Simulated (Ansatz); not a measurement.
The system is TaWC2.

```
W Ta C
1.0
     1.57186    0.90751    5.10162
    -1.57186    0.90751    5.10162
     0.00000   -1.81502    5.10162
W Ta C
1 1 2
Direct
  0.00000 0.00000 0.00000
  0.50000 0.50000 0.50000
  0.25093 0.25093 0.25093
  0.74907 0.74907 0.74907
```

The cell comes from a database or a generator and needn't be the stable form of this composition.

| Property | Result |
| --- | --- |
| Program | Ansatz 0.2.0 |
| Task | relaxation of cell and atoms |
| Functional | PBEsol |
| Potentials or basis | Ansatz PAW |
| Cutoff | 420 eV (not typed: the program's choice for these potentials) |
| k mesh | 10 × 10 × 10 |
| Occupations | fermi-dirac, width 0.05 eV |
| Spin | no spin polarisation |
| Hubbard terms | Ta d U = 2 eV, W d U = 2 eV |

At the start: volume 10.92 Å³/atom.

Q: Where does the relaxation end?

A: It ends after 9 steps and the volume is 10.61 Å³/atom (-2.8 %); space group R-3m (No. 166, to 0.05 Å).

The path:
```
step  energy change (eV)  largest force (eV/Å)  volume (Å³)
   1              0.0000                0.0114        43.66
   2             -0.0288                0.0370        41.72
   3             -0.0412                0.0107        42.46
   4             -0.0413                0.0152        42.44
   5             -0.0413                0.0000        42.43
   6             -0.0413                0.0002        42.43
   7             -0.0392                0.0001        42.43
   8             -0.0392                0.0000        42.42
   9             -0.0392                0.0000        42.42
```

Final structure:
```cif
data_structure
_symmetry_space_group_name_H-M 'P 1'
_symmetry_Int_Tables_number 1
_cell_length_a 5.3625
_cell_length_b 5.3625
_cell_length_c 5.3625
_cell_angle_alpha 33.756
_cell_angle_beta 33.756
_cell_angle_gamma 33.756
_cell_volume 42.42
loop_
_atom_site_label
_atom_site_type_symbol
_atom_site_fract_x
_atom_site_fract_y
_atom_site_fract_z
_atom_site_occupancy
W1 W 0.00000 0.00000 0.00000 1
Ta1 Ta 0.50000 0.50000 0.50000 1
C1 C 0.25100 0.25100 0.25100 1
C2 C 0.74900 0.74900 0.74900 1
```

Caveat: the plane-wave basis is chosen anew once the cell has moved, so the energies of steps on either side of that aren't comparable; the pressure holds a Pulay correction of +0.3 GPa for the finite cutoff; U without spin polarisation on a metal has little footing; the PAW data sets come from PBE, with cores solved anew for the run's functional, which leaves a small shift of forces and pressure; the U is typed as a test and isn't derived for this compound.
